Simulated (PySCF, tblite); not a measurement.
# C₅H₈FO radical: geometry, infrared bands and EPR parameters

Aim: predict the infrared bands and EPR parameters of C₅H₈FO radical (`C[C@@H](O)/[C]=C\CF`).

The runs use tblite 0.8.0 and PySCF 2.14.0, with density-fitted response routines of our own; the level of theory stands in each step. All values are computed, except where a source is named. Atoms are numbered from 0 throughout.

### Step 1. The starting structure

15 atoms, charge 0, multiplicity 2; geometry from: force field or distance geometry start.

Bonds of the start (Å): C0–C1 1.53, C1–O2 1.42, C1–C3 1.47, C3–C4 1.30, C4–C5 1.48, C5–F6 1.37, C0–H7 1.10, C0–H8 1.09, C0–H9 1.11, C1–H10 1.09, O2–H11 0.97, C4–H12 1.08, C5–H13 1.10, C5–H14 1.10.

### Step 2. Geometry optimisation with GFN2-xTB

What the job is given:

```
{"job": {"kind": "relax", "xc": "GFN2-xTB", "basis": "xTB"}, "charge": 0, "multiplicity": 2}
C     -1.413500    -1.642200     0.261700
C     -1.298400    -0.293000    -0.447900
O     -1.988400     0.672400     0.324700
C      0.109700     0.123100    -0.557200
C      1.351900     0.499000    -0.615700
C      2.123500     1.104000     0.496000
F      3.076400     1.950000    -0.001400
H     -1.007200    -1.592300     1.283400
H     -0.893300    -2.433100    -0.283700
H     -2.480600    -1.921900     0.363900
H     -1.758400    -0.355800    -1.431000
H     -1.848600     1.527300    -0.115100
H      1.889900     0.352500    -1.541700
H      2.647300     0.326900     1.068100
H      1.485100     1.691100     1.173900
```

The run is started by

```
> OMP_NUM_THREADS=1 python probes_run.py task.json out
```

This one command runs all jobs of the session in turn.

**Question.** This job is followed by: GFN2-xTB harmonic vibrations, gas phase; UKS B3LYP, pcH-1 on C F H O, non-relativistic, mean-field spin-orbit, GIAO. Predict these results of the whole session: strongest single infrared mode (GFN2-xTB); zero-point energy (GFN2-xTB); g(iso) (B3LYP); ⟨S²⟩; largest a(iso) (averaged by class); surface potential, 1st and 99th percentile.

**Answer**, as computed:

| quantity | value |
| --- | --- |
| strongest single infrared mode (GFN2-xTB) | 1025 cm⁻¹, 116 km/mol |
| zero-point energy (GFN2-xTB) | 73.3 kcal/mol |
| g(iso) (B3LYP) | 2.00220 |
| ⟨S²⟩ | 0.758 (exact 0.75) |
| largest a(iso) (averaged by class) | 13C on C3, 263.2 MHz |
| surface potential, 1st and 99th percentile | -1.20 V and 2.11 V |

**Reading.** Relaxing lowered the energy by 0.271 eV in 93 steps; the close pair that moved most is C4–C5, from 1.482 to 1.521 Å. All 39 modes are real, so the xTB geometry is a minimum. The strongest single mode, at 1025 cm⁻¹, moves mainly C5 and F6. GFN2-xTB is a fitted tight-binding method: band positions and strengths are rough. Its intensities can rank the bands wrongly. Most of the unpaired spin sits on C3 (0.98 e). The isotropic g lies 0.1 ppt below the free-electron value.
